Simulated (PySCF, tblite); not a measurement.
# C5H10FO2PSi: geometry, infrared bands and NMR shifts

Aim: predict the infrared bands and NMR shifts of C5H10FO2PSi (`COC(=O)P1C[C@@H](F)[C@@H]1[SiH3]`).

Computed with tblite 0.8.0 and PySCF 2.14.0, with density-fitted response routines of our own, on a single molecule in the gas phase. Atoms are numbered from 0 throughout.

### 1 Starting geometry

20 atoms, charge 0, multiplicity 1; geometry from: force field or distance geometry start.

Bonds of the start (Å): C0–O1 1.44, O1–C2 1.34, C2–O3 1.24, C2–P4 1.84, P4–C5 1.84, C5–C6 1.56, C6–F7 1.35, C6–C8 1.57, C8–Si9 1.89, C8–P4 1.83, C0–H10 1.09, C0–H11 1.10, C0–H12 1.09, C5–H13 1.10, C5–H14 1.09, C6–H15 1.10, C8–H16 1.10, Si9–H17 1.49, Si9–H18 1.48, Si9–H19 1.49.

### 2 Relaxing the molecule with GFN2-xTB

What the job is given:

```
{"job": {"kind": "relax", "xc": "GFN2-xTB", "basis": "xTB"}, "charge": 0, "multiplicity": 1}
C      3.277200     0.005900     0.709200
O      2.158500    -0.849700     0.432300
C      1.231500    -0.312100    -0.364900
O      1.256700     0.817600    -0.863800
P     -0.229900    -1.371300    -0.728200
C     -1.059000    -0.431800    -2.080600
C     -1.723900     0.519700    -1.039500
F     -2.993200     0.875000    -1.338700
C     -1.607500    -0.520600     0.125900
Si    -1.374300     0.210900     1.856700
H      3.789800     0.258500    -0.218900
H      2.928000     0.911600     1.225400
H      3.957600    -0.521900     1.376700
H     -0.368400     0.034500    -2.794700
H     -1.761300    -1.069000    -2.607900
H     -1.135300     1.431300    -0.868200
H     -2.460200    -1.208400     0.137400
H     -1.145600    -0.872000     2.847800
H     -2.561900     0.989700     2.286900
H     -0.184300     1.112700     1.904000
```

Command:

```bash
$ OMP_NUM_THREADS=1 python probes_run.py task.json out
```

This one command runs all jobs of the session in turn.

**Question.** This job is followed by: GFN2-xTB harmonic vibrations, gas phase; GIAO PBE0/pcSseg-1 NMR shielding, non-relativistic, gas phase. What will the session give for the following? strongest single infrared mode (GFN2-xTB); zero-point energy (GFN2-xTB); ¹³C shifts against TMS (PBE0/pcSseg-1); ¹H shifts against TMS (PBE0/pcSseg-1, means over atoms taken as alike); ¹⁷O shifts against H2O (PBE0/pcSseg-1); ³¹P shifts against H3PO4 (PBE0/pcSseg-1); ¹⁹F shifts against CFCl3 (PBE0/pcSseg-1); ²⁹Si shifts against TMS (PBE0/pcSseg-1); surface potential, 1st and 99th percentile.

**Answer**, as computed:

```
                                                              quantity                                   value
                             strongest single infrared mode (GFN2-xTB)                   1761 cm⁻¹, 384 km/mol
                                          zero-point energy (GFN2-xTB)                           87.1 kcal/mol
                                ¹³C shifts against TMS (PBE0/pcSseg-1)       188.4, 94.3, 50.9, 36.5, 30.7 ppm
¹H shifts against TMS (PBE0/pcSseg-1, means over atoms taken as alike)  5.17, 4.03, 3.91, 3.07, 2.59, 2.55 ppm
                                ¹⁷O shifts against H2O (PBE0/pcSseg-1)                        466.0, 202.0 ppm
                              ³¹P shifts against H3PO4 (PBE0/pcSseg-1)                               -70.1 ppm
                              ¹⁹F shifts against CFCl3 (PBE0/pcSseg-1)                              -141.5 ppm
                               ²⁹Si shifts against TMS (PBE0/pcSseg-1)                               -66.8 ppm
                                 surface potential, 1st and 99th percentile                      -1.28 V and 1.14 V
```

In words: The optimisation took 124 steps and gained 0.420 eV; among the close pairs (by a distance rule), P4–C8 changed most, from 1.831 to 1.884 Å. The lowest mode is imaginary (35i cm⁻¹), so the xTB geometry is not a minimum. The strongest single mode, at 1761 cm⁻¹, moves mainly C2 and O3. GFN2-xTB is a fitted tight-binding method: band positions and strengths are rough. Its intensities can rank the bands wrongly. The most deshielded hydrogen is H15 (hydrogen on an sp3 CH bonded to F), at 5.17 ppm: its carbon carries F, hence the downfield position. At PBE0/pcSseg-1: The widest tensor belongs to O3: span 779 ppm, with a paramagnetic part of -533 ppm. At PBE0/pcSseg-1, counted by nearest atom on the grid, the HOMO lies on P4 49 %; O3 15 %, the LUMO on C2 30 %; P4 20 %.
